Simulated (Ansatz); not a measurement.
Run this with Ansatz 0.2.0, Python API and show what comes out.

`relaxed_scan.py`:
```python
"""Relaxed scan of one distance in ClH3NSn."""

import ansatz
import numpy as np

BASIS_SET = "def2-SVP"
XC = "HF"


def main() -> None:
    system = (
        ansatz.Crystal.molecule()
        .atom("N", (-0.9265, 0.1121, -0.7712))
        .atom("Sn", (-0.0098, -0.2841, 0.9809))
        .atom("Cl", (2.0816, -1.1851, 0.4895))
        .atom("H", (-0.2843, 0.8283, -1.3103))
        .atom("H", (-1.0027, -0.7356, -1.3537))
        .atom("H", (0.1838, 1.2003, 1.9187))
    )

    base = (
        system.calculation()
        .basis(gaussian=BASIS_SET)
        .functional(XC)
        .spin("collinear", total=1)
        .scf(lower_state_search="standard")
    )
    symbols = [site.symbol for site in system.cartesian_sites]
    pairs = [(0, 1), (0, 3), (0, 4), (1, 2), (1, 5)]
    print("held (A)   E (eV)        ", "  ".join(f"{symbols[i]}{i}-{symbols[j]}{j}" for i, j in pairs))
    for length in [1.63, 1.77, 1.91, 2.12, 2.38]:
        data = base.relax(constraints=[ansatz.DistanceConstraint((1, 5), at=length)], force_tolerance=0.02, max_steps=60).run(threads=1, pin="off").report
        xyz = np.array(data["positions_ang"])
        print(f"{length:6.2f} {data['free_energy_ev']:14.5f}  ", "  ".join(f"{np.linalg.norm(xyz[i] - xyz[j]):.3f}" for i, j in pairs))


if __name__ == "__main__":
    main()
```

`python relaxed_scan.py` gives:
```text
held (A)   E (eV)         N0-Sn1  N0-H3  N0-H4  Sn1-Cl2  Sn1-H5
DeckWarning: relax.constraints: the input's atoms, or those drawn, lie off the distances that are held; a relaxation that starts there is brought onto them ahead of its first SCF, by positions alone, an atom by 6.82e-2 Å at the most. With the symmetry detection on, the symmetry is detected on the input's atoms as so brought (as typed, where only the drawn atoms reach the distances), and notices that speak of the structure as typed mean those atoms
  1.63   -19833.59422   2.019  1.005  1.004  2.389  1.630
  1.77   -19833.63457   2.019  1.005  1.004  2.387  1.770
  1.91   -19833.45303   2.016  1.004  1.004  2.387  1.910
  2.12   -19833.12633   2.014  1.003  1.004  2.385  2.120
  2.38   -19832.82814   2.007  1.003  1.002  2.400  2.380
```
(Warnings from the package without file and line, repeats left out.)

The settings weren't tested for convergence. The energies are electronic: no zero-point or thermal terms, and the basis set is short of its limit. def2 sets replace the cores of elements past krypton by effective core potentials. The species is open-shell (spin multiplicity 2). The expectation value of S² is noticeably off S(S+1) in at least one run, so that state is spin-contaminated. It ran for 2.1 min on 1 thread of Arm Neoverse V2, with other jobs on the host, peak memory 0.23 GiB.
